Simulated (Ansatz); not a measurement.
# CH₇AlFNSi: one species, many methods

One table from this session's results is given with a row withheld; the runs are named, their logs left out.

Method: functionals in def2-TZVPP, the program's frozen cores in correlated methods; program: Ansatz 0.2.0, Gaussian basis.

The runs, in order: PBE-D4, r2SCAN-D4, PBE0-D4, B3LYP-D4, ωB97X-V, ωB97M-V, B2PLYP; CCSD(T)/def2-TZVPP; MP2/def2-QZVPP; extrapolation to the limit.

## The relaxed structure

All runs share one geometry, relaxed beforehand with PBE0-D4 in a triple-zeta def2 set.

12 atoms, charge 0, spin multiplicity 1.

Atoms are counted from 1 here; the program's logs count them from 0.

Bond lengths: C1–Al2 1.933 Å, C1–H6 1.094 Å, C1–H7 1.094 Å, C1–H8 1.092 Å, Al2–F3 1.655 Å, Al2–N4 1.777 Å, N4–Si5 1.724 Å, N4–H9 1.013 Å, Si5–H10 1.490 Å, Si5–H11 1.490 Å, Si5–H12 1.487 Å. Angles: Al2–C1–H6 110.7°, Al2–C1–H7 110.8°, Al2–C1–H8 112.2°, H6–C1–H7 106.8°, H6–C1–H8 108.1°, H7–C1–H8 108.1°, C1–Al2–F3 120.1°, C1–Al2–N4 125.2°, F3–Al2–N4 114.7°, Al2–N4–Si5 130.6°, Al2–N4–H9 115.1°, Si5–N4–H9 114.4°, N4–Si5–H10 112.4°, N4–Si5–H11 112.3°, N4–Si5–H12 107.5°, H10–Si5–H11 107.2°, H10–Si5–H12 108.6°, H11–Si5–H12 108.7°.

The first run:

Input file in.yaml:

```yaml
crystal:
  periodic: [false, false, false]
  atoms:
    - {symbol: C, position_ang: [-0.857473, -1.881739, 0.396578]}
    - {symbol: Al, position_ang: [0.023055, -0.384354, 1.243800]}
    - {symbol: F, position_ang: [0.288366, -0.394228, 2.876956]}
    - {symbol: N, position_ang: [0.604457, 1.070755, 0.404878]}
    - {symbol: Si, position_ang: [0.542651, 1.502947, -1.262446]}
    - {symbol: H, position_ang: [-0.288977, -2.803395, 0.551787]}
    - {symbol: H, position_ang: [-1.848093, -2.045145, 0.830816]}
    - {symbol: H, position_ang: [-0.978023, -1.735054, -0.678655]}
    - {symbol: H, position_ang: [1.048027, 1.760717, 0.999359]}
    - {symbol: H, position_ang: [1.898243, 1.696207, -1.849332]}
    - {symbol: H, position_ang: [-0.219751, 2.761888, -1.492882]}
    - {symbol: H, position_ang: [-0.135483, 0.396000, -1.986862]}
basis:
  gaussian: {orbitals: def2-TZVPP}
hamiltonian: {xc: pbe, dispersion: d4}
output: {forces: true, orbitals: {seedname: orbitals}}
```

Started as:

```
> ansatz run in.yaml --threads 4 --pin off --events-out ev --progress --plain --max-ram 10444MiB
```

Steps of the session up to this table: PBE-D4 (GGA); r2SCAN-D4 (meta-GGA); PBE0-D4 (hybrid); B3LYP-D4 (hybrid); ωB97X-V (range-separated); ωB97M-V (range-separated); B2PLYP (double hybrid); CCSD(T) in def2-TZVPP; MP2 in def2-QZVPP.

One table of the session follows, with a row left open; its other results are not shown here.

```
            method  atomisation energy (kJ/mol)
            PBE-D4                       4286.5
         r2SCAN-D4                       4273.5
           PBE0-D4                       4234.5
          B3LYP-D4                       4275.1
           ωB97X-V                       4295.0
           ωB97M-V                       4289.2
            B2PLYP                            ?
     HF/def2-TZVPP                       3189.9
    MP2/def2-TZVPP                       4225.0
   CCSD/def2-TZVPP                       4124.0
CCSD(T)/def2-TZVPP                       4173.3
           MP2/CBS                       4342.8
       CCSD(T)/CBS                       4291.1
```

Q: Estimate the row for B2PLYP from the others.

**Answer.** atomisation energy (kJ/mol): 4235.0. In the column «atomisation energy (kJ/mol)» it lies between PBE0-D4 (4234.5) and r2SCAN-D4 (4273.5).

Caveats from the session: Free atoms (1 C, 1 Al, 1 F, 1 N, 1 Si, 7 H) were run apart at each level; the atomisation energy is their sum less the molecule, without zero-point or spin-orbit terms.
